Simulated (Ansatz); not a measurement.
**Cl₃H₃InN: how energies converge with the basis set**

How large a basis does Cl₃H₃InN need? Two functionals are run in growing sets.

Method: one geometry, several basis sets; program: Ansatz 0.2.0, Gaussian basis.

Plan: PBE0-D4/def2-SVP; ωB97M-V/def2-SVP; PBE0-D4/def2-QZVPP; ωB97M-V/def2-QZVPP; the functionals' def2-TZVPP values are taken from earlier runs.

**1. Structure used throughout**

The geometry comes from an earlier relaxation with PBE0-D4 in a triple-zeta def2 set; it is a stationary point, not always the lowest conformer. In takes the def2 core potential; no spin-orbit term is included.

SMILES `[NH3+][In-]([Cl])([Cl])[Cl]`, 8 atoms, charge 0, spin multiplicity 1.

Atoms are counted from 1 here; the program's logs count them from 0.

Bond lengths: N1–In2 2.286 Å, N1–H6 1.015 Å, N1–H7 1.015 Å, N1–H8 1.015 Å, In2–Cl3 2.328 Å, In2–Cl4 2.328 Å, In2–Cl5 2.328 Å. Angles: In2–N1–H6 110.3°, In2–N1–H7 110.3°, In2–N1–H8 110.3°, H6–N1–H7 108.7°, H6–N1–H8 108.7°, H7–N1–H8 108.7°, N1–In2–Cl3 98.2°, N1–In2–Cl4 98.2°, N1–In2–Cl5 98.2°, Cl3–In2–Cl4 118.0°, Cl3–In2–Cl5 118.0°, Cl4–In2–Cl5 118.0°.

**2. PBE0-D4 in def2-SVP**

in.yaml reads:

```yaml
crystal:
  periodic: [false, false, false]
  atoms:
    - {symbol: N, position_ang: [-0.794327, -0.189641, 0.771020]}
    - {symbol: In, position_ang: [0.828722, 0.177865, -0.795890]}
    - {symbol: Cl, position_ang: [2.447945, -1.256494, 0.063502]}
    - {symbol: Cl, position_ang: [-0.360782, -0.515139, -2.672783]}
    - {symbol: Cl, position_ang: [1.103120, 2.464458, -0.458107]}
    - {symbol: H, position_ang: [-1.024034, 0.676000, 1.248722]}
    - {symbol: H, position_ang: [-0.474128, -0.864586, 1.458218]}
    - {symbol: H, position_ang: [-1.634417, -0.549562, 0.329420]}
basis:
  gaussian: {orbitals: def2-SVP}
hamiltonian: {xc: pbe0, dispersion: d4}
output: {orbitals: {seedname: orbitals}}
```

On the command line:

```console
> ansatz run in.yaml --threads 4 --pin off --events-out ev --progress --plain --max-ram 10444MiB
```

After this run come: ωB97M-V in def2-SVP; PBE0-D4 in def2-QZVPP; ωB97M-V in def2-QZVPP.

**Question.** What will the summary of the whole plan be? Wanted: PBE0-D4: double and triple zeta above quadruple; ωB97M-V: double and triple zeta above quadruple.

As calculated:

| quantity | value |
| --- | --- |
| PBE0-D4: double and triple zeta above quadruple | 16.26, 1.23 eV |
| ωB97M-V: double and triple zeta above quadruple | 16.14, 1.18 eV |

**Reading.** PBE0-D4 gains 15.03 eV from double to triple zeta, then 1.23 eV more. Total energies overstate the basis error of differences, where much of it tends to cancel.
